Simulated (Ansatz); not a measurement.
## CsNiN: equation of state with PBE

Crystal: CsNiN.

```xyz
3
Lattice="5.5370 0.0000 0.0000 -2.7685 4.7952 0.0000 0.0000 0.0000 3.4467" Properties=species:S:1:pos:R:3 pbc="T T T"
Cs    2.7685    1.5984    1.7233
Ni    0.0000    3.1968    0.0000
N     0.0000    3.1968    1.7233
```

The cell comes from a database or a generator and needn't be the stable form of this composition.

```
Program             : Ansatz 0.2.0
Task                : equation of state
Functional          : PBE
Potentials or basis : Ansatz PAW
Cutoff              : 420 eV
Density cutoff      : 1680 eV
k mesh              : 6 × 6 × 8
Occupations         : fermi-dirac, width 0.05 eV
Spin                : collinear spin, ferromagnetic start
Starting moments    : [0.0, 1.0, 0.0] μB
```

| Item | Value |
| --- | --- |
| Equilibrium volume | 30.54 Å³/atom |
| Bulk modulus at fixed shape and positions | 44 GPa |
| Pressure derivative of the bulk modulus | 4.4 |

Energy against volume, from the lowest point:
```tsv
volume (Å³/atom)	energy (meV/atom)
28.673	17.65
29.283	7.71
29.894	1.96
30.504	0.00
31.114	1.43
31.724	5.92
32.334	13.12
```

All runs of the series together: 43 s on 2 threads of Intel(R) Xeon(R) 6975P-C (Granite Rapids), on a shared host.

Caveat: the cell was scaled at fixed shape and fractional positions, which overstates the stiffness of a crystal with free parameters, most of all of layers and chains. Spin-orbit coupling is left out, which matters for the levels of Cs.
